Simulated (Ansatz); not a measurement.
# ClF2H3OSi: reaction (exchange4), part 1 of 3

How high is the barrier for the reaction (exchange4)? Relax the two ends, then run a nudged elastic band between them. Meant to form: Si1–O7, H6–Cl2; to break: Si1–Cl2, H6–O7. The start is a guess near the saddle point, from which both ends are pulled out.

All numbers below are computed with Ansatz 0.2.0 (UKS B3LYP-D4/cc-pVDZ).

### Step 1. The starting structure

Bond lengths: Si1–Cl2 2.487 Å, Si1–F3 1.606 Å, Si1–F4 1.593 Å, Si1–H5 1.428 Å, Si1–O7 2.068 Å, O7–H8 0.959 Å. Angles: Cl2–Si1–F3 89.2°, Cl2–Si1–F4 113.4°, Cl2–Si1–H5 116.5°, Cl2–Si1–O7 74.0°, F3–Si1–F4 96.5°, F3–Si1–H5 103.5°, F3–Si1–O7 162.8°, F4–Si1–H5 126.0°, F4–Si1–O7 87.3°, H5–Si1–O7 87.6°, Si1–O7–H8 114.5°.

As a file:

```xyz
8

Si   -0.5346   -0.4941   -0.3487
Cl    1.9233   -0.3722   -0.7110
F    -0.5452   -1.9338   -1.0600
F    -0.9354   -1.0084    1.1051
H    -1.3455    0.3072   -1.2086
H     1.2694    1.0013    0.1607
O     0.0895    1.2593    0.5519
H     0.0785    1.2406    1.5106
```

### Step 2. Pulling towards end A

Springs on the bonds that form and break draw the guess towards this end; the thresholds are loose.

input.yaml reads:

```yaml
crystal:
  periodic: [false, false, false]
  atoms:
    - { symbol: Si, position_ang: [-0.5346, -0.4941, -0.3487] }
    - { symbol: Cl, position_ang: [1.9233, -0.3722, -0.711] }
    - { symbol: F, position_ang: [-0.5452, -1.9338, -1.06] }
    - { symbol: F, position_ang: [-0.9354, -1.0084, 1.1051] }
    - { symbol: H, position_ang: [-1.3455, 0.3072, -1.2086] }
    - { symbol: H, position_ang: [1.2694, 1.0013, 0.1607] }
    - { symbol: O, position_ang: [0.0895, 1.2593, 0.5519] }
    - { symbol: H, position_ang: [0.0785, 1.2406, 1.5106] }
magnetization:
  spin_polarized: true
basis:
  gaussian: { orbitals: cc-pVDZ }
hamiltonian:
  xc: b3lyp
  dispersion: d4
relax:
  f_tol: 0.15
  max_steps: 25
  restrain:
    - { distance: [0, 6], at: 3.07, k: 30.0 }
    - { distance: [5, 1], at: 2.63, k: 30.0 }
    - { distance: [0, 1], at: 2.13, k: 30.0 }
    - { distance: [5, 6], at: 0.97, k: 30.0 }
```

Started as:

```bash
ansatz run input.yaml --threads 2 --pin off --max-ram 3072MiB --backend cpu --events-out ev --progress --plain --runs-dir out
```

What it wrote:

```text
Warning: RAYON_NUM_THREADS=2 ignored (pool sized by the plan → 2); use --threads N
The last accepted step is kept in <dir> (removed where the run ends without a failure and the disk answers)
Engine: ansatz 0.2.0, aarch64-unknown-linux-gnu
Functional definition: B3LYP
  parameter a0 = 0.2
  parameter ax = 0.72
  parameter ac = 0.81
  exchange = (1 - a0 - ax)*slater_x + ax*b88_x + a0*exact_x
  correlation = (1 - ac)*vwn_rpa_c + ac*lyp_c
993 factors; integrals over basis functions are off by at most 2.9e-4 eV
mean field evaluation 1: about -27928.2742 eV, gradient 4.2e1 eV
mean field evaluation 2: about -27916.4671 eV, gradient 7.2e1 eV
mean field evaluation 4: about -27934.0167 eV, gradient 2.9e0 eV
mean field evaluation 8: about -27934.0711 eV, gradient 4.5e-2 eV
mean field -27934.07114819 eV, -1026.5581803024 hartree, gradient 3.0e-5 eV, S^2 0.000000; 0 other end points of the search recorded, 0 dependent functions left out
the calculation of the forces begins
reference -27934.07136286 eV, -1026.5581881915 hartree; 30, 30 occupied and 63, 63 virtual orbitals, 993 factors
relax step   1: F+E_penalty+E_count = -27934.34073929 eV  Δ(F+E_penalty+E_count) = +0.000e0 eV  max|allowed force component| = 2.662e0 eV/Å  E_restraint = 29.86431600 eV  max|allowed force component, restraints' pulls added| = 2.360e1 eV/Å  Δτ_max = 0.0000 Å  (28 SCF iters, accepted)
  distance Si 0 - O 6 = 2.0676 Å
  distance H 5 - Cl 1 = 1.7533 Å
  distance Si 0 - Cl 1 = 2.4874 Å
  distance H 5 - O 6 = 1.2696 Å
these checks for a lower state are left out or cut short: starts, cluster_reference, orbital_swaps, neighbouring_geometries, increment
993 factors; integrals over basis functions are off by at most 3.5e-4 eV
mean field evaluation 16: about -27933.5441 eV, gradient 1.0e1 eV
mean field -27934.54336895 eV, -1026.5755340955 hartree, gradient 6.2e-5 eV, S^2 0.000000; 0 other end points of the search recorded, 0 dependent functions left out
the calculation of the forces begins
reference -27934.54358564 eV, -1026.5755420586 hartree; 30, 30 occupied and 63, 63 virtual orbitals, 993 factors
relax step   2: F+E_penalty+E_count = -27934.81791317 eV  Δ(F+E_penalty+E_count) = -4.772e-1 eV  max|allowed force component| = 2.891e0 eV/Å  E_restraint = 13.71100241 eV  max|allowed force component, restraints' pulls added| = 1.639e1 eV/Å  Δτ_max = 0.1949 Å  (31 SCF iters, accepted)
  distance Si 0 - O 6 = 2.3519 Å
  distance H 5 - Cl 1 = 2.0761 Å
  distance Si 0 - Cl 1 = 2.4046 Å
  distance H 5 - O 6 = 1.0974 Å
these checks for a lower state are left out or cut short: starts, cluster_reference, orbital_swaps, neighbouring_geometries, increment
993 factors; integrals over basis functions are off by at most 5.0e-4 eV
mean field -27934.74117287 eV, -1026.5828032553 hartree, gradient 6.0e-5 eV, S^2 0.000000; 0 other end points of the search recorded, 0 dependent functions left out
the calculation of the forces begins
reference -27934.74139119 eV, -1026.5828112783 hartree; 30, 30 occupied and 63, 63 virtual orbitals, 993 factors
relax step   3: F+E_penalty+E_count = -27935.01848116 eV  Δ(F+E_penalty+E_count) = -2.006e-1 eV  max|allowed force component| = 5.072e0 eV/Å  E_restraint = 3.87123192 eV  max|allowed force component, restraints' pulls added| = 1.065e1 eV/Å  Δτ_max = 0.1950 Å  (33 SCF iters, accepted)
  distance Si 0 - O 6 = 2.6624 Å
  distance H 5 - Cl 1 = 2.3683 Å
  distance Si 0 - Cl 1 = 2.2823 Å
  distance H 5 - O 6 = 0.9536 Å
these checks for a lower state are left out or cut short: starts, cluster_reference, orbital_swaps, neighbouring_geometries, increment
993 factors; integrals over basis functions are off by at most 6.5e-4 eV
mean field evaluation 32: about -27935.0730 eV, gradient 2.3e-3 eV
mean field -27935.07295307 eV, -1026.5949959528 hartree, gradient 1.6e-5 eV, S^2 0.000000; 0 other end points of the search recorded, 0 dependent functions left out
the calculation of the forces begins
reference -27935.07317383 eV, -1026.5950040657 hartree; 30, 30 occupied and 63, 63 virtual orbitals, 993 factors
relax step   4: F+E_penalty+E_count = -27935.34295931 eV  Δ(F+E_penalty+E_count) = -3.245e-1 eV  max|allowed force component| = 3.265e0 eV/Å  E_restraint = 0.29863636 eV  max|allowed force component, restraints' pulls added| = 3.169e0 eV/Å  Δτ_max = 0.1953 Å  (29 SCF iters, accepted)
  distance Si 0 - O 6 = 2.9484 Å
  distance H 5 - Cl 1 = 2.5669 Å
  distance Si 0 - Cl 1 = 2.1534 Å
  distance H 5 - O 6 = 0.9457 Å
these checks for a lower state are left out or cut short: starts, cluster_reference, orbital_swaps, neighbouring_geometries, increment
993 factors; integrals over basis functions are off by at most 7.6e-4 eV
mean field -27935.41599543 eV, -1026.6076025269 hartree, gradient 8.1e-6 eV, S^2 0.000000; 0 other end points of the search recorded, 0 dependent functions left out
the calculation of the forces begins
reference -27935.41621832 eV, -1026.6076107182 hartree; 30, 30 occupied and 63, 63 virtual orbitals, 993 factors
relax step   5: F+E_penalty+E_count = -27935.68378321 eV  Δ(F+E_penalty+E_count) = -3.408e-1 eV  max|allowed force component| = 1.270e0 eV/Å  E_restraint = 0.00589133 eV  max|allowed force component, restraints' pulls added| = 1.231e0 eV/Å  Δτ_max = 0.1984 Å  (30 SCF iters, accepted)
  distance Si 0 - O 6 = 3.0629 Å
  distance H 5 - Cl 1 = 2.6351 Å
  distance Si 0 - Cl 1 = 2.1123 Å
  distance H 5 - O 6 = 0.9717 Å
these checks for a lower state are left out or cut short: starts, cluster_reference, orbital_swaps, neighbouring_geometries, increment
993 factors; integrals over basis functions are off by at most 7.6e-4 eV
mean field -27935.45548769 eV, -1026.6090538410 hartree, gradient 9.6e-6 eV, S^2 0.000000; 0 other end points of the search recorded, 0 dependent functions left out
the calculation of the forces begins
reference -27935.45571053 eV, -1026.6090620300 hartree; 30, 30 occupied and 63, 63 virtual orbitals, 993 factors
relax step   6: F+E_penalty+E_count = -27935.72212345 eV  Δ(F+E_penalty+E_count) = -3.834e-2 eV  max|allowed force component| = 6.468e-1 eV/Å  E_restraint = 0.00762709 eV  max|allowed force component, restraints' pulls added| = 1.136e-1 eV/Å  Δτ_max = 0.1765 Å  (30 SCF iters, accepted)
  distance Si 0 - O 6 = 3.0620 Å
  distance H 5 - Cl 1 = 2.6330 Å
  distance Si 0 - Cl 1 = 2.1091 Å
  distance H 5 - O 6 = 0.9705 Å
these checks for a lower state are left out or cut short: starts, cluster_reference, orbital_swaps, neighbouring_geometries, increment
993 factors; integrals over basis functions are off by at most 7.3e-4 eV
mean field -27935.43516291 eV, -1026.6083069189 hartree, gradient 2.0e-5 eV, S^2 0.000000; 0 other end points of the search recorded, 0 dependent functions left out
the calculation of the forces begins
reference -27935.43538548 eV, -1026.6083150981 hartree; 30, 30 occupied and 63, 63 virtual orbitals, 993 factors
relax step   7: F+E_penalty+E_count = -27935.70274415 eV  Δ(F+E_penalty+E_count) = +1.938e-2 eV  max|allowed force component| = 9.036e-1 eV/Å  E_restraint = 0.00757879 eV  max|allowed force component, restraints' pulls added| = 9.036e-1 eV/Å  Δτ_max = 0.1934 Å  (30 SCF iters, rejected (line search))
  distance Si 0 - O 6 = 3.0699 Å
  distance H 5 - Cl 1 = 2.6386 Å
  distance Si 0 - Cl 1 = 2.1095 Å
  distance H 5 - O 6 = 0.9731 Å
these checks for a lower state are left out or cut short: starts, cluster_reference, orbital_swaps, neighbouring_geometries, increment
993 factors; integrals over basis functions are off by at most 7.6e-4 eV
mean field -27935.46042598 eV, -1026.6092353196 hartree, gradient 1.1e-5 eV, S^2 0.000000; 0 other end points of the search recorded, 0 dependent functions left out
the calculation of the forces begins
reference -27935.46064859 eV, -1026.6092435003 hartree; 30, 30 occupied and 63, 63 virtual orbitals, 993 factors
relax step   8: F+E_penalty+E_count = -27935.72754699 eV  Δ(F+E_penalty+E_count) = -5.424e-3 eV  max|allowed force component| = 6.454e-1 eV/Å  E_restraint = 0.00642297 eV  max|allowed force component, restraints' pulls added| = 3.067e-1 eV/Å  Δτ_max = 0.0943 Å  (28 SCF iters, accepted)
  distance Si 0 - O 6 = 3.0644 Å
  distance H 5 - Cl 1 = 2.6317 Å
  distance Si 0 - Cl 1 = 2.1102 Å
  distance H 5 - O 6 = 0.9704 Å
these checks for a lower state are left out or cut short: starts, cluster_reference, orbital_swaps, neighbouring_geometries, increment
993 factors; integrals over basis functions are off by at most 7.8e-4 eV
mean field evaluation 64: about -27935.4404 eV, gradient 5.5e-3 eV
mean field -27935.46295698 eV, -1026.6093283321 hartree, gradient 7.1e-5 eV, S^2 0.000000; 0 other end points of the search recorded, 0 dependent functions left out
the calculation of the forces begins
reference -27935.46317945 eV, -1026.6093365076 hartree; 30, 30 occupied and 63, 63 virtual orbitals, 993 factors
relax step   9: F+E_penalty+E_count = -27935.73017415 eV  Δ(F+E_penalty+E_count) = -2.627e-3 eV  max|allowed force component| = 6.339e-1 eV/Å  E_restraint = 0.00718516 eV  max|allowed force component, restraints' pulls added| = 3.219e-2 eV/Å  Δτ_max = 0.0241 Å  (26 SCF iters, accepted)
  distance Si 0 - O 6 = 3.0626 Å
  distance H 5 - Cl 1 = 2.6328 Å
  distance Si 0 - Cl 1 = 2.1096 Å
  distance H 5 - O 6 = 0.9706 Å
993 factors; integrals over basis functions are off by at most 7.8e-4 eV
mean field -27935.46295698 eV, -1026.6093283321 hartree, gradient 7.1e-5 eV, S^2 0.000000; 1 other end points of the search recorded, 0 dependent functions left out
the calculation of the forces begins
reference -27935.46317945 eV, -1026.6093365076 hartree; 30, 30 occupied and 63, 63 virtual orbitals, 993 factors
Total energy: -27935.73039661 eV, -1026.6191565574 hartree
Atom 0 at    -0.427241    -0.866093    -0.601735 Å, force     0.633914     0.220262     0.054446 eV/Å
Atom 1 at     1.658150    -0.655038    -0.840425 Å, force    -0.580625    -0.127334     0.017250 eV/Å
Atom 2 at    -0.815235    -2.320274    -1.229612 Å, force     0.004429     0.008391    -0.005674 eV/Å
Atom 3 at    -0.744029    -0.971964     0.997413 Å, force     0.002772     0.009660    -0.009180 eV/Å
Atom 4 at    -1.208758     0.179001    -1.274126 Å, force     0.006754     0.008165    -0.001259 eV/Å
Atom 5 at     1.167371     1.525354     0.551190 Å, force    -0.013060     0.074280     0.037390 eV/Å
Atom 6 at     0.258681     1.781508     0.776456 Å, force    -0.043271    -0.189967    -0.100876 eV/Å
Atom 7 at     0.111061     1.327405     1.620839 Å, force    -0.010913    -0.003457     0.007904 eV/Å
Dipole moment:     0.072472     0.135246     0.074677 e Å
```

Run time: 30 s. Hardware: 2 threads of Arm Neoverse V2, shared host; peak memory 0.28 GiB.

Relaxation path:

| step | energy from step 1 (eV) | largest force component (eV/Å) |
| --- | --- | --- |
| 1 | 0.0000 | 2.6624 |
| 2 | -0.4772 | 2.8914 |
| 3 | -0.6777 | 5.0723 |
| 4 | -1.0022 | 3.2653 |
| 5 | -1.3430 | 1.2703 |
| 6 | -1.3814 | 0.6468 |
| 7x | -1.3620 | 0.9036 |
| 8 | -1.3868 | 0.6454 |
| 9 | -1.3894 | 0.6339 |

Step 1 is the start. 1 step was tried and not accepted (marked x). Energies and forces in the table leave out the springs, which the log lists apart; the run stops on the force with the springs' pull added.

After: Bond lengths: Si1–Cl2 2.110 Å, Si1–F3 1.631 Å, Si1–F4 1.634 Å, Si1–H5 1.468 Å, H6–O7 0.971 Å, O7–H8 0.970 Å. Angles: Cl2–Si1–F3 106.3°, Cl2–Si1–F4 108.0°, Cl2–Si1–H5 113.8°, F3–Si1–F4 105.8°, F3–Si1–H5 109.4°, F4–Si1–H5 113.0°, H6–O7–H8 102.8°.

Pairs that crossed the distance rule for bonds on the way: came closer H6–O7; moved apart Si1–O7.

### Step 3. End point A

It starts where the restrained run ended.

input.yaml reads:

```yaml
crystal:
  periodic: [false, false, false]
  atoms:
    - { symbol: Si, position_ang: [-0.427241, -0.866093, -0.601735] }
    - { symbol: Cl, position_ang: [1.65815, -0.655038, -0.840425] }
    - { symbol: F, position_ang: [-0.815235, -2.320274, -1.229612] }
    - { symbol: F, position_ang: [-0.744029, -0.971964, 0.997413] }
    - { symbol: H, position_ang: [-1.208758, 0.179001, -1.274126] }
    - { symbol: H, position_ang: [1.167371, 1.525354, 0.55119] }
    - { symbol: O, position_ang: [0.258681, 1.781508, 0.776456] }
    - { symbol: H, position_ang: [0.111061, 1.327405, 1.620839] }
magnetization:
  spin_polarized: true
basis:
  gaussian: { orbitals: cc-pVDZ }
hamiltonian:
  xc: b3lyp
  dispersion: d4
relax:
  f_tol: 0.03
  max_steps: 50
```

Started as:

```bash
ansatz run input.yaml --threads 2 --pin off --max-ram 3072MiB --backend cpu --events-out ev --progress --plain --runs-dir out
```

What it wrote, cut to the lines that bear on the results:

```text
Warning: RAYON_NUM_THREADS=2 ignored (pool sized by the plan → 2); use --threads N
[...]
[... 1 set-up line as earlier in the session ...]
[...]
990 factors; integrals over basis functions are off by at most 4.6e-4 eV
[...]
mean field -27935.46297300 eV, -1026.6093289207 hartree, gradient 2.1e-5 eV, S^2 0.000000; 0 other end points of the search recorded, 0 dependent functions left out
[...]
Atom 3 at    -0.682303    -0.956674     1.066430 Å, force    -0.001736     0.000895    -0.000783 eV/Å
Atom 4 at    -1.141135     0.281391    -1.214151 Å, force    -0.001518    -0.000357    -0.001168 eV/Å
Atom 5 at     1.133070     1.646997     0.570013 Å, force     0.001630     0.001267    -0.004660 eV/Å
Atom 6 at     0.175154     1.500130     0.615659 Å, force     0.003084     0.000761     0.002540 eV/Å
Atom 7 at     0.027138     1.208771     1.529968 Å, force    -0.004829    -0.002204     0.001273 eV/Å
Dipole moment:     0.184580     0.527471     0.258014 e Å
```

Run time: 31 s. Hardware: 2 threads of Arm Neoverse V2, shared host; peak memory 0.28 GiB.

Relaxation path:

| step | energy from step 1 (eV) | largest force component (eV/Å) |
| --- | --- | --- |
| 1 | 0.0000 | 0.6340 |
| 2 | -0.0014 | 1.6625 |
| 3 | -0.0519 | 0.7282 |
| 4 | -0.0669 | 0.7738 |
| 5 | -0.0771 | 0.3573 |
| 6 | -0.0822 | 0.0405 |
| 7 | -0.0833 | 0.0771 |
| 8 | -0.0836 | 0.0312 |
| 9 | -0.0837 | 0.0085 |

Step 1 is the start.

After: Bond lengths: Si1–Cl2 2.079 Å, Si1–F3 1.639 Å, Si1–F4 1.642 Å, Si1–H5 1.467 Å, H6–O7 0.970 Å, O7–H8 0.971 Å. Angles: Cl2–Si1–F3 103.6°, Cl2–Si1–F4 110.5°, Cl2–Si1–H5 116.6°, F3–Si1–F4 102.5°, F3–Si1–H5 105.9°, F4–Si1–H5 115.8°, H6–O7–H8 103.9°.

### Step 4. A restrained relaxation towards end B

Springs on the bonds that form and break draw the guess towards this end; the thresholds are loose.

input.yaml reads:

```yaml
crystal:
  periodic: [false, false, false]
  atoms:
    - { symbol: Si, position_ang: [-0.5346, -0.4941, -0.3487] }
    - { symbol: Cl, position_ang: [1.9233, -0.3722, -0.711] }
    - { symbol: F, position_ang: [-0.5452, -1.9338, -1.06] }
    - { symbol: F, position_ang: [-0.9354, -1.0084, 1.1051] }
    - { symbol: H, position_ang: [-1.3455, 0.3072, -1.2086] }
    - { symbol: H, position_ang: [1.2694, 1.0013, 0.1607] }
    - { symbol: O, position_ang: [0.0895, 1.2593, 0.5519] }
    - { symbol: H, position_ang: [0.0785, 1.2406, 1.5106] }
magnetization:
  spin_polarized: true
basis:
  gaussian: { orbitals: cc-pVDZ }
hamiltonian:
  xc: b3lyp
  dispersion: d4
relax:
  f_tol: 0.15
  max_steps: 25
  restrain:
    - { distance: [0, 6], at: 1.77, k: 30.0 }
    - { distance: [5, 1], at: 1.33, k: 30.0 }
    - { distance: [0, 1], at: 3.43, k: 30.0 }
    - { distance: [5, 6], at: 2.27, k: 30.0 }
```

Started as:

```bash
ansatz run input.yaml --threads 2 --pin off --max-ram 3072MiB --backend cpu --events-out ev --progress --plain --runs-dir out
```

What it wrote, cut to the lines that bear on the results:

```text
Warning: RAYON_NUM_THREADS=2 ignored (pool sized by the plan → 2); use --threads N
[...]
[... 1 set-up line as earlier in the session ...]
[...]
993 factors; integrals over basis functions are off by at most 2.9e-4 eV
[...]
mean field -27934.07114819 eV, -1026.5581803024 hartree, gradient 3.0e-5 eV, S^2 0.000000; 0 other end points of the search recorded, 0 dependent functions left out
[...]
  distance Si 0 - O 6 = 1.7181 Å
  distance H 5 - Cl 1 = 1.3188 Å
  distance Si 0 - Cl 1 = 3.4579 Å
  distance H 5 - O 6 = 2.2657 Å
[...]
995 factors; integrals over basis functions are off by at most 3.3e-4 eV
mean field -27935.33228621 eV, -1026.6045262698 hartree, gradient 9.2e-6 eV, S^2 0.000000; 0 other end points of the search recorded, 0 dependent functions left out
[...]
```

(Continued in part 2 of 3.)
